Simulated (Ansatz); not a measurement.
**UBCCD/cc-pVDZ (density fitting with def2-universal-jkfit, accuracy low) run of Si2H4SCl (SMILES [SiH2]S[SiH2]Cl)**

What is the energy change on altering one bond length of Si2H4SCl at UBCCD/cc-pVDZ (density fitting with def2-universal-jkfit, accuracy low)? 

The calculation is run with Ansatz 0.2.0.

2 further runs of the same task are left out: 1 for a known fault of the program, 1 set aside as unsound or not needed.

**1. The molecule**

Si2H4SCl: 8 atoms, total charge 0, spin state doublet. SMILES: `[SiH2]S[SiH2]Cl`. The coordinates come from a PBE0-D4/def2-TZVP relaxation. This is one conformer, not always the lowest.

Bond lengths: Si1–S2 2.139 Å, S2–Si3 2.122 Å, Si3–Cl4 2.053 Å, Si1–H5 1.491 Å, Si1–H6 1.489 Å, Si3–H7 1.479 Å, Si3–H8 1.478 Å. Angles: Si1–S2–Si3 98.4°, S2–Si3–Cl4 111.9°, S2–Si1–H5 109.8°, S2–Si1–H6 106.4°, S2–Si3–H7 111.0°, S2–Si3–H8 106.5°, Cl4–Si3–H7 106.7°, Cl4–Si3–H8 108.7°, H5–Si1–H6 111.1°, H7–Si3–H8 112.1°.

**2. The energy at UBCCD/cc-pVDZ (density fitting with def2-universal-jkfit, accuracy low)**

The input, run.yaml:

```yaml
crystal:
  periodic: [false, false, false]
  atoms:
    - {symbol: Si, position_ang: [-0.830000, 1.647200, 0.145600]}
    - {symbol: S, position_ang: [0.976900, 0.723000, 0.822600]}
    - {symbol: Si, position_ang: [0.614000, -1.237900, 0.096600]}
    - {symbol: Cl, position_ang: [-1.107300, -2.038700, 0.879200]}
    - {symbol: H, position_ang: [-1.242500, 1.052400, -1.158400]}
    - {symbol: H, position_ang: [-0.531700, 3.098400, 0.001500]}
    - {symbol: H, position_ang: [0.452700, -1.236900, -1.373300]}
    - {symbol: H, position_ang: [1.760100, -2.064600, 0.530300]}
basis:
  gaussian: {orbitals: cc-pVDZ, fitting: {mean_field: def2-universal-jkfit}}
magnetization: {spin_polarized: true, initial_magnetization: 1}
correlation: {method: bccd}
accuracy: low
```

Launch:

```
$ ansatz run run.yaml --threads 1 --pin off --max-ram 2610MiB --events-out events.jsonl --progress --plain --runs-dir runs
```

The program printed:

```text
Warning: RAYON_NUM_THREADS=1 ignored (pool sized by the plan → 1); use --threads N
Functional definition: HF
  name "HF"
  exchange = exact_x
  correlation = 0
584 factors; integrals over basis functions are off by at most 3.4e-1 eV
mean field evaluation 1: about -39109.0294 eV, gradient 1.3e1 eV
mean field evaluation 2: about -39110.4103 eV, gradient 4.8e0 eV
mean field evaluation 4: about -39110.6553 eV, gradient 4.5e-1 eV
mean field evaluation 8: about -39109.0292 eV, gradient 1.3e1 eV
mean field -39110.66170622 eV, -1437.2903075448 hartree, gradient 1.1e-6 eV, S^2 0.754399; 0 other end points of the search recorded, 0 dependent functions left out
20 core orbitals not correlated: weight in the atoms' cores, before any rotation towards them, 1.000 or more for the frozen orbitals, at most 0.000 for the correlated occupied ones
reference -39110.66170622 eV, -1437.2903075448 hartree; 13, 12 occupied and 59, 60 virtual orbitals, 584 factors
second order -12.11075855 eV of doubles, -0.00000000 eV of singles
cycle   1  -13.23085637 eV  change    -1.1e0 eV  update   8.8e-2
cycle   2  -13.61775390 eV  change   -3.9e-1 eV  update   2.9e-2
cycle   3  -13.67040743 eV  change   -5.3e-2 eV  update   1.3e-2
cycle   4  -13.66220436 eV  change    8.2e-3 eV  update   5.6e-3
cycle   5  -13.65882174 eV  change    3.4e-3 eV  update   2.7e-3
cycle   6  -13.65860051 eV  change    2.2e-4 eV  update   1.2e-3
cycle   7  -13.65895934 eV  change   -3.6e-4 eV  update   4.0e-4
cycle   8  -13.65910026 eV  change   -1.4e-4 eV  update   1.4e-4
cycle   9  -13.65908902 eV  change    1.1e-5 eV  update   5.4e-5
cycle  10  -13.65907186 eV  change    1.7e-5 eV  update   2.0e-5
Total energy: -39124.32077808 eV, -1437.7922691773 hartree
```

Wall time 11 s (1 thread of Arm Neoverse V2, shared host); peak memory 0.53 GiB.

**3. The distorted shape, same level**

The input, run.yaml:

```yaml
crystal:
  periodic: [false, false, false]
  atoms:
    - {symbol: Si, position_ang: [-0.467096, 3.608119, 0.871607]}
    - {symbol: S, position_ang: [1.339804, 2.683919, 1.548607]}
    - {symbol: Si, position_ang: [0.614000, -1.237900, 0.096600]}
    - {symbol: Cl, position_ang: [-1.107300, -2.038700, 0.879200]}
    - {symbol: H, position_ang: [-0.879596, 3.013319, -0.432393]}
    - {symbol: H, position_ang: [-0.168796, 5.059319, 0.727507]}
    - {symbol: H, position_ang: [0.452700, -1.236900, -1.373300]}
    - {symbol: H, position_ang: [1.760100, -2.064600, 0.530300]}
basis:
  gaussian: {orbitals: cc-pVDZ, fitting: {mean_field: def2-universal-jkfit}}
magnetization: {spin_polarized: true, initial_magnetization: 1}
correlation: {method: bccd}
accuracy: low
```

Launch:

```
$ ansatz run run.yaml --threads 1 --pin off --max-ram 2610MiB --events-out events.jsonl --progress --plain --runs-dir runs
```

The program printed:

```text
Warning: RAYON_NUM_THREADS=1 ignored (pool sized by the plan → 1); use --threads N
[... 4 set-up lines as earlier in the session ...]
584 factors; integrals over basis functions are off by at most 3.6e-1 eV
mean field evaluation 1: about -39104.6240 eV, gradient 1.7e1 eV
mean field evaluation 2: about -39106.3009 eV, gradient 1.3e1 eV
mean field evaluation 4: about -39107.5761 eV, gradient 8.8e-1 eV
mean field evaluation 8: about -39107.5945 eV, gradient 2.1e-1 eV
mean field evaluation 16: about -39108.2904 eV, gradient 2.9e-6 eV
mean field evaluation 32: about -39108.2835 eV, gradient 1.7e-1 eV
mean field evaluation 64: about -39108.2900 eV, gradient 1.0e-1 eV
mean field evaluation 96: about -39107.8202 eV, gradient 3.8e0 eV
mean field evaluation 128: about -39108.2852 eV, gradient 1.9e-3 eV
mean field evaluation 160: about -39108.0449 eV, gradient 4.6e-1 eV
mean field evaluation 192: about -39107.7368 eV, gradient 1.1e0 eV
mean field evaluation 224: about -39107.9967 eV, gradient 4.3e-2 eV
mean field evaluation 256: about -39108.2852 eV, gradient 1.7e-2 eV
mean field evaluation 288: about -39105.8615 eV, gradient 7.0e-1 eV
mean field evaluation 320: about -39107.9455 eV, gradient 5.5e-2 eV
mean field evaluation 352: about -39107.9982 eV, gradient 5.1e-2 eV
mean field evaluation 384: about -39108.2897 eV, gradient 6.9e-2 eV
mean field evaluation 416: about -39105.6683 eV, gradient 6.8e0 eV
mean field evaluation 448: about -39108.0548 eV, gradient 7.3e-3 eV
mean field evaluation 480: about -39107.9895 eV, gradient 5.5e-1 eV
mean field evaluation 512: about -39108.2279 eV, gradient 3.1e-1 eV
mean field evaluation 544: about -39103.5006 eV, gradient 3.5e0 eV
mean field evaluation 576: about -39105.6023 eV, gradient 1.5e0 eV
mean field evaluation 608: about -39105.9049 eV, gradient 9.6e-4 eV
mean field -39108.29042697 eV, -1437.2031646399 hartree, gradient 2.9e-6 eV, S^2 1.550146; 17 other end points of the search recorded, 0 dependent functions left out
determinant -39108.29042697 eV, -1437.2031646399 hartree, with singles and doubles -39121.55523565 eV, -1437.6906373677 hartree
determinant -39108.28523350 eV, -1437.2029737833 hartree, with singles and doubles -39121.55123768 eV, -1437.6904904448 hartree
determinant -39108.05482459 eV, -1437.1945064122 hartree, with singles and doubles -39120.97639125 eV, -1437.6693652283 hartree
determinant -39107.99652277 eV, -1437.1923638596 hartree, with singles and doubles -39120.88837079 eV, -1437.6661305358 hartree
determinant -39107.94373658 eV, -1437.1904240029 hartree, with singles and doubles -39120.82090008 eV, -1437.6636510333 hartree
determinant -39107.76562092 eV, -1437.1838783733 hartree, with singles and doubles -39120.56287503 eV, -1437.6541687875 hartree
determinant -39105.90541074 eV, -1437.1155169098 hartree, with singles and doubles -39119.22152851 eV, -1437.6048752122 hartree
determinant -39105.90485538 eV, -1437.1154965010 hartree, with singles and doubles -39119.22065126 eV, -1437.6048429736 hartree
determinant -39105.49359747 eV, -1437.1003830513 hartree, with singles and doubles -39118.52333539 eV, -1437.5792170881 hartree
determinant -39108.29042697 eV, -1437.2031646399 hartree, with singles and doubles -39121.61678253 eV, -1437.6928991736 hartree
determinant -39108.28523350 eV, -1437.2029737833 hartree, with singles and doubles -39121.61404581 eV, -1437.6927986011 hartree
20 core orbitals not correlated: weight in the atoms' cores, before any rotation towards them, 1.000 or more for the frozen orbitals, at most 0.000 for the correlated occupied ones
reference -39108.29042697 eV, -1437.2031646399 hartree; 13, 12 occupied and 59, 60 virtual orbitals, 584 factors
second order -11.21443350 eV of doubles, -0.00000000 eV of singles
cycle   1  -13.37007757 eV  change   -4.4e-2 eV  update   8.1e-2
cycle   2  -13.36514715 eV  change    4.9e-3 eV  update   2.8e-2
cycle   3  -13.33649811 eV  change    2.9e-2 eV  update   2.1e-2
cycle   4  -13.32208853 eV  change    1.4e-2 eV  update   1.5e-2
cycle   5  -13.32173252 eV  change    3.6e-4 eV  update   1.1e-2
cycle   6  -13.32777940 eV  change   -6.0e-3 eV  update   8.4e-3
cycle   7  -13.33978019 eV  change   -1.2e-2 eV  update   6.4e-3
cycle   8  -13.33468690 eV  change    5.1e-3 eV  update   5.1e-3
cycle   9  -13.33917473 eV  change   -4.5e-3 eV  update   3.5e-3
cycle  10  -13.33061731 eV  change    8.6e-3 eV  update   2.5e-3
cycle  11  -13.33115093 eV  change   -5.3e-4 eV  update   1.1e-3
cycle  12  -13.32912590 eV  change    2.0e-3 eV  update   5.2e-4
cycle  13  -13.32905982 eV  change    6.6e-5 eV  update   2.9e-4
cycle  14  -13.32887117 eV  change    1.9e-4 eV  update   1.9e-4
cycle  15  -13.32910081 eV  change   -2.3e-4 eV  update   1.3e-4
cycle  16  -13.32906019 eV  change    4.1e-5 eV  update   1.0e-4
cycle  17  -13.32904191 eV  change    1.8e-5 eV  update   8.4e-5
cycle  18  -13.32908347 eV  change   -4.2e-5 eV  update   6.8e-5
cycle  19  -13.32909898 eV  change   -1.6e-5 eV  update   4.7e-5
cycle  20  -13.32909278 eV  change    6.2e-6 eV  update   2.5e-5
Total energy: -39121.61951976 eV, -1437.6929997649 hartree
```

Wall time 1.9 min (1 thread of Arm Neoverse V2, shared host); peak memory 0.54 GiB.

**4. Results**

At UBCCD/cc-pVDZ (density fitting with def2-universal-jkfit, accuracy low), 20 core orbitals frozen:

```
                                                          quantity           value
                                         first shape: total energy  -1437.79227 Eh
         first shape: correlation energy (20 core orbitals frozen)      -502.0 mEh
                    first shape: ⟨S²⟩ of the reference determinant           0.754
                                     distorted shape: total energy  -1437.69300 Eh
     distorted shape: correlation energy (20 core orbitals frozen)      -489.8 mEh
                distorted shape: ⟨S²⟩ of the reference determinant           1.550
energy change with the S2–Si3 bond stretched from 2.122 to 4.244 Å        2.701 eV
```

With the S2–Si3 bond stretched from 2.122 to 4.244 Å the energy rises by 2.70 eV (261 kJ/mol). The first shape isn't relaxed at this level, so the change isn't measured from a minimum. The accuracy setting (first shape) is loose, so the last digits carry no meaning. ⟨S²⟩ (distorted shape) is 1.55 where a pure doublet has 0.75: the reference is spin-contaminated. The accuracy setting (distorted shape) is loose, so the last digits carry no meaning.
